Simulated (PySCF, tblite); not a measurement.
# C₃H₁₃NSi₂: a rotation path, then NMR shifts on frames, part 2 of 2

tblite 0.8.0 and PySCF 2.14.0. Atoms count from 0.

## Step 5: Nuclear shieldings: image 4, PBE0/pcSseg-1

The job: settings as JSON, then the geometry in Å.

```
{"job": {"kind": "nmr", "xc": "PBE0", "basis": "pcSseg-1", "pop": false}, "charge": 0, "multiplicity": 1}
C     -3.546200    -0.387800     0.041400
N     -2.153100    -0.757700     0.031100
Si    -0.914200     0.363700     0.424000
C      0.735900    -0.555900     0.305400
C      1.895000     0.287000     0.861100
Si     3.302600     0.517900    -0.391000
H     -4.169800    -1.260600     0.242000
H     -3.702000     0.341600     0.832400
H     -3.869500     0.060100    -0.904300
H     -1.961800    -1.479400    -0.647200
H     -0.835600     1.559400    -0.441500
H     -1.186700     0.798100     1.800100
H      0.928600    -0.815800    -0.737600
H      0.680100    -1.502300     0.842700
H      2.274500    -0.172000     1.776100
H      1.535000     1.273800     1.160000
H      2.780600     1.204200    -1.576900
H      4.372100     1.327200     0.197900
H      3.824700    -0.792400    -0.792800
```

With the program's defaults for keys left out, this is: GIAO PBE0/pcSseg-1 NMR shielding, non-relativistic, gas phase.

What it wrote:

```text
coarse grid: 15632 points
cycle   1  E = -755.2896275939  dE =  2.261e-01  |g| = 4.774e-01  |ddm| = 3.705e+00
cycle   2  E = -755.2582714709  dE =  3.136e-02  |g| = 6.030e-01  |ddm| = 1.036e+00
cycle   3  E = -755.3445669892  dE = -8.630e-02  |g| = 5.040e-02  |ddm| = 6.387e-01
cycle   4  E = -755.3449901729  dE = -4.232e-04  |g| = 2.349e-02  |ddm| = 5.765e-02
cycle   5  E = -755.3451051481  dE = -1.150e-04  |g| = 6.077e-03  |ddm| = 2.246e-02
cycle   6  E = -755.3451135174  dE = -8.369e-06  |g| = 1.398e-03  |ddm| = 6.551e-03
final grid: 138304 points
cycle   7  E = -755.3771288958  dE = -2.596e-05  |g| = 7.677e-03  |ddm| = 2.088e-02
cycle   8  E = -755.3771197219  dE =  9.174e-06  |g| = 9.792e-03  |ddm| = 1.568e-02
cycle   9  E = -755.3771437008  dE = -2.398e-05  |g| = 5.101e-04  |ddm| = 8.893e-03
cycle  10  E = -755.3771437468  dE = -4.595e-08  |g| = 1.977e-04  |ddm| = 5.159e-04
cycle  11  E = -755.3771437546  dE = -7.829e-09  |g| = 4.340e-05  |ddm| = 1.466e-04
cycle  12  E = -755.3771437549  dE = -3.531e-10  |g| = 1.884e-05  |ddm| = 6.150e-05
converged SCF energy = -755.3771437549

GIAO shielding tensors (ppm)
atom      isotropic    diamagn.    paramagn.     s11        s22        s33       span
  0 C      154.407     239.693     -85.286    130.240    145.577    187.404     57.164
  1 N      254.285     326.193     -71.907    216.385    257.934    288.537     72.151
  2 Si     380.425     882.958    -502.533    334.877    352.277    454.122    119.245
  3 C      182.006     255.519     -73.513    169.727    172.735    203.556     33.829
  4 C      188.884     250.607     -61.724    177.860    185.904    202.887     25.027
  5 Si     417.301     879.115    -461.814    389.101    391.547    471.253     82.152
  6 H       28.781      25.929       2.852     23.434     26.617     36.291     12.857
  7 H       29.175      27.584       1.591     25.137     27.441     34.948      9.810
  8 H       28.820      26.912       1.909     23.412     26.881     36.168     12.757
  9 H       32.301      36.097      -3.796     22.155     33.002     41.746     19.591
 10 H       26.973      32.106      -5.134     23.471     26.142     31.305      7.834
 11 H       27.237      31.939      -4.702     23.731     26.461     31.518      7.787
 12 H       31.344      35.940      -4.595     25.438     32.485     36.111     10.673
 13 H       30.607      34.310      -3.703     25.016     29.839     36.966     11.951
 14 H       30.749      30.488       0.260     25.110     28.971     38.165     13.055
 15 H       31.468      32.254      -0.786     25.594     31.457     37.355     11.761
 16 H       28.033      29.268      -1.235     24.516     26.944     32.638      8.122
 17 H       27.767      28.003      -0.237     24.130     25.225     33.945      9.815
 18 H       27.945      28.762      -0.817     24.708     26.123     33.004      8.297
```

Run time: 29 s. Hardware: 1 thread, shared host.

This run: δ C0 32.5, C3 4.9, C4 -2.0, N1 13.4, H10 4.74, H11 4.48 ppm.

## Step 6: NMR shieldings: image 6, PBE0/pcSseg-1

The job: settings as JSON, then the geometry in Å.

```
{"job": {"kind": "nmr", "xc": "PBE0", "basis": "pcSseg-1", "pop": false}, "charge": 0, "multiplicity": 1}
C     -3.470200    -0.286800    -0.064300
N     -2.111900    -0.751900     0.067200
Si    -0.807600     0.334200     0.330300
C      0.756200    -0.718900     0.502800
C      1.959300     0.106600     0.971700
Si     3.050700     0.715000    -0.456800
H     -4.170000    -1.067200     0.238800
H     -3.603600     0.573300     0.587300
H     -3.712700     0.019300    -1.087600
H     -1.950400    -1.591600    -0.467900
H     -0.614700     1.366000    -0.707700
H     -1.112100     1.000200     1.604900
H      0.997800    -1.215100    -0.439300
H      0.555800    -1.516400     1.221000
H      2.578200    -0.495300     1.643500
H      1.617900     0.955600     1.567100
H      2.290700     1.552200    -1.386500
H      4.175800     1.485500     0.079300
H      3.561000    -0.455500    -1.181000
```

Level: GIAO PBE0/pcSseg-1 NMR shielding, non-relativistic, gas phase.

What it wrote:

```text
coarse grid: 15632 points
cycle   1  E = -755.2905876846  dE =  2.277e-01  |g| = 4.781e-01  |ddm| = 3.700e+00
cycle   2  E = -755.2589477260  dE =  3.164e-02  |g| = 6.044e-01  |ddm| = 1.032e+00
cycle   3  E = -755.3456670343  dE = -8.672e-02  |g| = 5.069e-02  |ddm| = 6.380e-01
cycle   4  E = -755.3460967957  dE = -4.298e-04  |g| = 2.365e-02  |ddm| = 5.888e-02
cycle   5  E = -755.3462132730  dE = -1.165e-04  |g| = 6.079e-03  |ddm| = 2.262e-02
cycle   6  E = -755.3462216878  dE = -8.415e-06  |g| = 1.407e-03  |ddm| = 6.608e-03
final grid: 138304 points
cycle   7  E = -755.3779324470  dE = -2.483e-05  |g| = 7.967e-03  |ddm| = 2.124e-02
cycle   8  E = -755.3779223535  dE =  1.009e-05  |g| = 1.019e-02  |ddm| = 1.609e-02
cycle   9  E = -755.3779484360  dE = -2.608e-05  |g| = 5.074e-04  |ddm| = 9.198e-03
cycle  10  E = -755.3779484821  dE = -4.616e-08  |g| = 1.941e-04  |ddm| = 5.160e-04
cycle  11  E = -755.3779484897  dE = -7.552e-09  |g| = 4.130e-05  |ddm| = 1.408e-04
cycle  12  E = -755.3779484900  dE = -3.101e-10  |g| = 1.893e-05  |ddm| = 5.975e-05
converged SCF energy = -755.3779484900

GIAO shielding tensors (ppm)
atom      isotropic    diamagn.    paramagn.     s11        s22        s33       span
  0 C      154.301     240.102     -85.801    130.187    145.314    187.402     57.215
  1 N      255.640     325.918     -70.278    217.012    257.731    292.178     75.166
  2 Si     377.847     882.946    -505.099    329.864    354.901    448.777    118.913
  3 C      179.780     255.263     -75.483    169.267    170.482    199.591     30.323
  4 C      186.093     250.244     -64.151    174.796    183.985    199.498     24.702
  5 Si     416.815     879.283    -462.468    383.620    395.966    470.859     87.239
  6 H       28.778      26.005       2.773     23.445     26.603     36.285     12.840
  7 H       29.179      27.824       1.355     25.165     27.433     34.939      9.773
  8 H       28.818      27.171       1.647     23.403     26.904     36.147     12.744
  9 H       32.330      35.800      -3.470     22.209     32.880     41.902     19.693
 10 H       26.813      32.214      -5.400     23.026     26.333     31.081      8.055
 11 H       27.188      32.048      -4.860     23.640     26.540     31.384      7.744
 12 H       31.141      35.314      -4.173     25.856     31.703     35.864     10.008
 13 H       30.392      33.740      -3.348     24.382     29.723     37.073     12.691
 14 H       30.522      29.750       0.772     24.614     28.804     38.148     13.534
 15 H       31.196      31.766      -0.570     25.730     30.687     37.170     11.440
 16 H       27.940      29.356      -1.416     24.188     27.254     32.378      8.190
 17 H       27.808      28.196      -0.388     24.301     25.286     33.836      9.535
 18 H       27.975      29.053      -1.078     24.816     26.089     33.020      8.204
```

Run time: 29 s. Hardware: 1 thread, shared host.

In short: δ C0 32.6, C3 7.1, C4 0.8, N1 12.1, H10 4.90, H11 4.53 ppm.

## Step 7: Nuclear shieldings: image 8, PBE0/pcSseg-1

The job: settings as JSON, then the geometry in Å.

```
{"job": {"kind": "nmr", "xc": "PBE0", "basis": "pcSseg-1", "pop": false}, "charge": 0, "multiplicity": 1}
C     -3.414000    -0.259400    -0.126500
N     -2.087200    -0.724500     0.191700
Si    -0.715600     0.311800     0.167000
C      0.751100    -0.806900     0.606200
C      2.016700    -0.052900     1.006300
Si     2.867900     0.905200    -0.394800
H     -4.162500    -0.901900     0.340900
H     -3.529700     0.749800     0.260600
H     -3.604300    -0.233400    -1.205300
H     -1.960700    -1.689600    -0.074400
H     -0.474700     0.991300    -1.120000
H     -0.968700     1.330600     1.194300
H      0.983300    -1.466100    -0.233100
H      0.455000    -1.457800     1.433500
H      2.738400    -0.767500     1.415700
H      1.778200     0.632500     1.822300
H      2.093500     2.088400    -0.769600
H      4.194000     1.328000     0.068700
H      3.029900     0.031700    -1.560800
```

With the program's defaults for keys left out, this is: GIAO PBE0/pcSseg-1 NMR shielding, non-relativistic, gas phase.

What it wrote:

```text
coarse grid: 15632 points
cycle   1  E = -755.2915516120  dE =  2.273e-01  |g| = 4.789e-01  |ddm| = 3.702e+00
cycle   2  E = -755.2590832932  dE =  3.247e-02  |g| = 6.079e-01  |ddm| = 1.048e+00
cycle   3  E = -755.3468818933  dE = -8.780e-02  |g| = 5.100e-02  |ddm| = 6.517e-01
cycle   4  E = -755.3473164134  dE = -4.345e-04  |g| = 2.404e-02  |ddm| = 6.043e-02
cycle   5  E = -755.3474370881  dE = -1.207e-04  |g| = 6.044e-03  |ddm| = 2.303e-02
cycle   6  E = -755.3474454654  dE = -8.377e-06  |g| = 1.420e-03  |ddm| = 6.650e-03
final grid: 138304 points
cycle   7  E = -755.3790375241  dE = -2.584e-05  |g| = 7.920e-03  |ddm| = 2.107e-02
cycle   8  E = -755.3790274338  dE =  1.009e-05  |g| = 1.016e-02  |ddm| = 1.603e-02
cycle   9  E = -755.3790533989  dE = -2.597e-05  |g| = 5.038e-04  |ddm| = 9.167e-03
cycle  10  E = -755.3790534437  dE = -4.474e-08  |g| = 1.995e-04  |ddm| = 5.050e-04
cycle  11  E = -755.3790534516  dE = -7.974e-09  |g| = 4.228e-05  |ddm| = 1.498e-04
cycle  12  E = -755.3790534520  dE = -3.215e-10  |g| = 1.992e-05  |ddm| = 6.193e-05
converged SCF energy = -755.3790534520

GIAO shielding tensors (ppm)
atom      isotropic    diamagn.    paramagn.     s11        s22        s33       span
  0 C      154.081     240.370     -86.289    129.886    144.927    187.429     57.543
  1 N      255.331     325.750     -70.420    216.448    256.464    293.080     76.632
  2 Si     379.060     883.020    -503.960    333.353    361.990    441.838    108.485
  3 C      175.510     255.435     -79.925    165.202    168.904    192.424     27.222
  4 C      182.231     249.622     -67.391    171.286    181.807    193.600     22.314
  5 Si     419.222     879.341    -460.120    382.034    409.019    466.612     84.578
  6 H       28.776      26.093       2.683     23.467     26.612     36.249     12.783
  7 H       29.191      28.024       1.167     25.170     27.371     35.032      9.862
  8 H       28.810      27.381       1.429     23.411     26.899     36.119     12.708
  9 H       32.375      35.632      -3.258     22.164     33.095     41.866     19.702
 10 H       26.690      32.445      -5.755     22.641     26.539     30.891      8.251
 11 H       27.184      32.139      -4.955     23.669     26.583     31.299      7.630
 12 H       30.836      34.728      -3.892     26.131     30.716     35.660      9.529
 13 H       30.348      33.552      -3.204     24.396     29.856     36.792     12.396
 14 H       30.446      29.342       1.104     24.487     28.796     38.054     13.567
 15 H       30.832      31.089      -0.256     25.965     29.654     36.877     10.912
 16 H       27.863      29.348      -1.485     24.095     27.101     32.394      8.299
 17 H       27.857      28.280      -0.423     24.422     25.433     33.716      9.294
 18 H       28.052      29.384      -1.332     24.994     26.385     32.778      7.784
```

Run time: 26 s. Hardware: 1 thread, shared host.

This run: δ C0 32.8, C3 11.4, C4 4.7, N1 12.4, H10 5.03, H11 4.53 ppm.

## Step 8: Side by side: NMR shifts

Shifts (ppm) of some atoms, chosen among heavy atoms and hydrogens apart, with basis size and wall time:

| frame | C3 | C4 | H15 | H14 | N1 | Si2 | Si5 | functions | time |
| --- | --- | --- | --- | --- | --- | --- | --- | --- | --- |
| image 0 | 10.3 | 3.0 | 0.67 | 0.65 | 13.3 | -26.4 | -66.3 | 181 | 37 s |
| image 2 | 8.2 | 1.0 | 0.46 | 0.76 | 13.7 | -29.0 | -66.8 | 181 | 34 s |
| image 4 | 4.9 | -2.0 | 0.25 | 0.97 | 13.4 | -31.3 | -68.1 | 181 | 29 s |
| image 6 | 7.1 | 0.8 | 0.52 | 1.20 | 12.1 | -28.7 | -67.7 | 181 | 29 s |
| image 8 | 11.4 | 4.7 | 0.88 | 1.27 | 12.4 | -29.9 | -70.1 | 181 | 26 s |

## Step 9: Results

This closing draws on all 2 parts.

| quantity | value |
| --- | --- |
| barrier | 0.114 eV (2.6 kcal/mol) at image 4 |
| end to end (GFN2-xTB) | 0.038 eV |
| 13C shifts against TMS (PBE0/pcSseg-1, image 0) | 32.7, 10.3, 3.0 ppm |
| 1H shifts against TMS (PBE0/pcSseg-1, image 0) | 4.82, 4.55, 4.04, 3.78, 3.76, 2.96, 2.92, 2.53, 0.81, 0.71, 0.67, 0.65, -0.54 ppm |
| 15N shifts against NH3 (PBE0/pcSseg-1, image 0) | 13.3 ppm |
| 29Si shifts against TMS (PBE0/pcSseg-1, image 0) | -26.4, -66.3 ppm |
| range of the shift of C4 | -2.0 to 4.7 ppm |

What this shows: Along the band the dihedral turns by 111°, and the top (dihedral 235°) lies 2.6 kcal/mol above the start (GFN2-xTB, rough), so at room temperature this motion is fast. Ends this close can change order at a higher level. The top was not checked by a frequency run. Shifts at one fixed geometry are not the observed spectrum, which averages over the motion. In the first frame run (image 0): The widest tensor belongs to Si2: span 112 ppm, with a paramagnetic part of -507 ppm. Across the 5 runs the shift of C4 moves most, between -2.0 (image 4) and 4.7 ppm (image 8).
